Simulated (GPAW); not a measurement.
A calculation with GPAW 26.7.0 of In3As (ASE script, structure typed inline):

File run.py:

```python
from ase import Atoms
from ase.dft.bandgap import bandgap
from ase.io import write
from ase.units import Bohr, GPa
from gpaw import GPAW, PW
from gpaw.elf import elf_from_dft_calculation

atoms = Atoms(['In', 'In', 'In', 'As'],
              cell=[[4.671681, 0.0, 0.0],
                    [0.0, 4.671681, 0.0],
                    [0.0, 0.0, 4.671681]],
              scaled_positions=[[0.5, 0.5, 0.0],
                                [0.5, 0.0, 0.5],
                                [0.0, 0.5, 0.5],
                                [0.0, 0.0, 0.0]],
              pbc=True)

calc = GPAW(mode=PW(600),
            xc='PBE',
            kpts={'size': (6, 6, 6), 'gamma': True},
            occupations={'name': 'fermi-dirac', 'width': 0.05},
            nbands=36,
            convergence={'density': 1e-05, 'energy': 1e-05},
            maxiter=150,
            txt='gpaw.txt')
atoms.calc = calc
energy = atoms.get_potential_energy()
forces = atoms.get_forces()
stress = atoms.get_stress()
calc.write('gs.gpw')
write('result.traj', atoms)
print(f'Energy: {energy:.6f} eV')
print('Forces (eV/A):')
print(forces.round(4))
print('Stress (GPa):', (stress / GPa).round(3))
print('Fermi level:', round(calc.get_fermi_level(), 4), 'eV')
print(f'Gap: {bandgap(calc)[0]:.4f} eV, direct: {bandgap(calc, direct=True)[0]:.4f} eV')

# fields on the real-space grid
write('density.cube', atoms, data=calc.get_pseudo_density() * Bohr**3)
write('potential.cube', atoms, data=calc.get_electrostatic_potential())
write('elf.cube', atoms, data=elf_from_dft_calculation(calc).data)
```

Potentials or basis: GPAW PAW data sets (gpaw-data 1.2.1), pw.

Command:

```console
$ OMP_NUM_THREADS=1 python run.py
```

The cell comes from a database or a generator and needn't be the stable form of this composition.

Question: Write the same calculation in another form: cli, structure from a P1 CIF.

Answer: As run:

Contents of In3As.cif:

```cif
data_In3As
_cell_length_a 4.67168100
_cell_length_b 4.67168100
_cell_length_c 4.67168100
_cell_angle_alpha 90.00000000
_cell_angle_beta 90.00000000
_cell_angle_gamma 90.00000000
_space_group_name_H-M_alt 'P1'
_space_group_name_Hall 'P 1'
_space_group_IT_number 1
loop_
_space_group_symop_operation_xyz
'x,y,z'
loop_
_atom_site_label
_atom_site_type_symbol
_atom_site_symmetry_multiplicity
_atom_site_Wyckoff_symbol
_atom_site_fract_x
_atom_site_fract_y
_atom_site_fract_z
_atom_site_occupancy
In1 In 1 a 0.5000000000 0.5000000000 0.0000000000 1
In2 In 1 a 0.5000000000 0.0000000000 0.5000000000 1
In3 In 1 a 0.0000000000 0.5000000000 0.5000000000 1
As1 As 1 a 0.0000000000 0.0000000000 0.0000000000 1
```

Potentials or basis: GPAW PAW data sets (gpaw-data 1.2.1), pw.

The run is started by

```bash
$ OMP_NUM_THREADS=1 gpaw run In3As.cif -p 'mode=PW(600),xc=PBE,kpts={size:(6,6,6),gamma:True},occupations={name:fermi-dirac,width:0.05},nbands=36,convergence={density:1e-05,energy:1e-05},maxiter=150,txt=gpaw.txt' --properties efs -w gs.gpw
```

Both were run:

|  | ASE script, structure typed inline | cli, structure from a P1 CIF |
| --- | --- | --- |
| Pressure | 0.3 GPa | 0.3 GPa |
| Band gap on the k mesh | none (metal or under the smearing width) | none (metal or under the smearing width) |

Keys that steer only the numerical path or the files written may differ.
